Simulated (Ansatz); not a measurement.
# SiSb2: the cost of one run

Computed with Ansatz 0.2.0 (DFT PBE, scalar-relativistic, plane waves, PAW, unless a step's input says otherwise).

## (1) The starting structure

Symmetry: Fm-3m, No. 225, cubic system. Conventional cell: a = 6.515 Å, b = 6.515 Å, c = 6.515 Å, α = 90.00°, β = 90.00°, γ = 90.00°. Si (site symmetry m-3m) is surrounded by 8 Sb at 2.82 Å. Around Sb (site symmetry -43m) lie 4 Si at 2.82 Å.

As a file:

```
CELL_PARAMETERS angstrom
0.00000 3.25752 3.25752
3.25752 0.00000 3.25752
3.25752 3.25752 0.00000
ATOMIC_POSITIONS crystal
Si 0.00000 0.00000 0.00000
Sb 0.25000 0.25000 0.25000
Sb 0.75000 0.75000 0.75000
```

This is candidate A: fluorite type (Fm-3m, No. 225).

(A quick probe on a coarse mesh, which set the mesh and smearing, is not shown.)

## (3) Coarse relaxation (candidate A)

File input.yaml:

```yaml
crystal:
  lattice:
    - [0.0, 3.2575242062, 3.2575242062]
    - [3.2575242062, 0.0, 3.2575242062]
    - [3.2575242062, 3.2575242062, 0.0]
  atoms:
    - { symbol: Si, position: [0.0, 0.0, 0.0] }
    - { symbol: Sb, position: [0.25, 0.25, 0.25] }
    - { symbol: Sb, position: [0.75, 0.75, 0.75] }
basis:
  ecutwfc: 420
kpoints:
  mp_grid: { grid: [4, 4, 4] }
hamiltonian:
  xc: pbe
scf:
  occupations: { method: gaussian, width: 0.1 }
  lower_state_search: "off"
output:
  forces: true
  stress: true
  eigenvalues: true
relax:
  adjacent_minimum: "off"
  f_tol: 0.04
  max_steps: 70
  cell: { stress_tol: 0.4 }
```

Command:

```console
> ansatz run input.yaml --threads 1 --pin off --max-ram 2560MiB --backend cpu --events-out ev --progress --plain --runs-dir out
```

**Question.** How long does this run take on 1 thread of Intel Xeon 6975P-C (Granite Rapids), shared host, and how much memory does it need?

About 2.4 s, with a peak of 0.39 GiB.
